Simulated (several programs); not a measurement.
Si3Ge (ordering on diamond) from semi-empirical methods to plane-wave DFT

Si3Ge as one 4-atom ordering (R3m) on the diamond lattice, relaxed with r2SCAN in Ansatz, was computed with several methods. Space group R3m (No. 160), trigonal; conventional cell a = 3.885 Å, c = 19.023 Å, 20.72 Å³ an atom. Around Si lie 3 Si at 2.37 Å and 1 Ge at 2.40 Å; around Si lie 1 Si at 2.35 Å and 3 Ge at 2.39 Å; around Si lie 4 Si at 2.35–2.37 Å; around Ge lie 4 Si at 2.39–2.40 Å. The cell comes from a prototype generator: it can be a known phase or a hypothetical one. Spin polarisation is off.

```cif
data_structure
_symmetry_space_group_name_H-M 'R3m:H'
_symmetry_Int_Tables_number 160
_cell_length_a 3.8853
_cell_length_b 3.8853
_cell_length_c 19.0229
_cell_angle_alpha 90.000
_cell_angle_beta 90.000
_cell_angle_gamma 120.000
_cell_volume 248.69
loop_
_atom_site_label
_atom_site_type_symbol
_atom_site_symmetry_multiplicity
_atom_site_Wyckoff_symbol
_atom_site_fract_x
_atom_site_fract_y
_atom_site_fract_z
_atom_site_occupancy
Si1 Si 3 a 0.00000 0.00000 0.00134 1
Si2 Si 3 a 0.33333 0.66667 0.16537 1
Si3 Si 3 a 0.33333 0.66667 0.04167 1
Ge1 Ge 3 a 0.66667 0.33333 0.20828 1
```

Gaps and times are for a single point on this cell; volume and bulk modulus come from each method's own relaxation or energy curve at fixed shape, which is too stiff where a cell has free coordinates or axes. Times are rough, from shared hosts (Arm Neoverse V1; NVIDIA H100 80GB HBM3), and each method has its own mesh and cell size. A double dagger marks a value from a curve with shape and coordinates held. A star marks a curve whose lowest point is an end point. PM6 (MOPAC), PM7 (MOPAC), GFN1-xTB (tblite), GFN2-xTB (tblite) treat a cluster of cells at its zone centre, which samples few k points: where these miss a band edge, the gap comes out too large for that reason alone. Gaps from k meshes are read at a limited set of points (mesh, symmetry points, PBE's band edges), so each method's own least gap may be somewhat smaller. Force fields have no electrons; where one was fitted to this phase, its volume and modulus reflect the fit. xTB and the PM methods were fitted mostly to molecules, and can miss a solid's gap by electronvolts. Minimal bases can be far off for gaps. Times of the plane-wave ladder aren't listed, since it ran on unlike processors and cards. GLLB-SC's gap includes the derivative discontinuity. G0W0 is at finite bands, cutoff and mesh. d marks a direct gap, i an indirect one (no mark: not told apart), a dash a value that wasn't computed or didn't pass its checks.

```tsv
method	kind	gap (eV)	own volume (Å³/atom)	bulk modulus (GPa)	atoms computed	processor time
SiCGe.tersoff (LAMMPS)	force field	–	20.64	92‡	4	0.12 s
light PBE (260 eV and a coarse mesh)	light plane-wave	0.52 i	–	–	4	2 s
PBE	semilocal	0.53 i	21.17	82‡	4	–
PBE/single zeta (GPAW)	small basis	1.43 d	–	–	4	13 s
GFN1-xTB (tblite)	tight binding	0.60	22.83*‡	79*‡	cluster	15 s
PBE/SZV (CP2K)	small basis	2.48 d	21.72‡	87‡	4	15 s
GFN2-xTB (tblite)	tight binding	1.63	20.02‡	99‡	cluster	20 s
PBE/DZVP (CP2K)	small basis	0.54 i	21.22‡	82‡	4	28 s
PM7 (MOPAC)	semi-empirical	5.66	18.71*‡	192*‡	cluster	28 s
r2SCAN	semilocal	0.72 i	20.72	91‡	4	–
G0W0@r2SCAN (180 eV screening cutoff)	many-body	1.13	–	–	4	–
G0W0@PBE (260 eV screening cutoff)	many-body	1.04	–	–	4	–
GLLB-SC (GPAW)	model potential	0.94	–	–	4	77 s
G0W0@HSE06 (180 eV screening cutoff)	many-body	1.21	–	–	4	–
G0W0@PBE0 (180 eV screening cutoff)	many-body	1.36	–	–	4	–
PBE+SOC	semilocal	0.48 i	–	–	4	–
PM6 (MOPAC)	semi-empirical	3.97	–	–	cluster	3.5 min
HSE06	hybrid	1.07 i	–	–	4	–
PBE0	hybrid	1.71 i	–	–	4	–
```

Against HSE06 (1.07 eV) and with closed or daggered gaps left aside, the nearest gap at the points sampled is that of G0W0@PBE (260 eV screening cutoff) (-0.03 eV) and the farthest that of PM7 (MOPAC) (+4.59 eV). HSE06 is only a yardstick of convenience, and nearness to it can be luck.

Volumes against r2SCAN's: SiCGe.tersoff (LAMMPS) -0.4 %, PBE +2.2 %.

Only the rows marked +SOC include spin-orbit coupling.
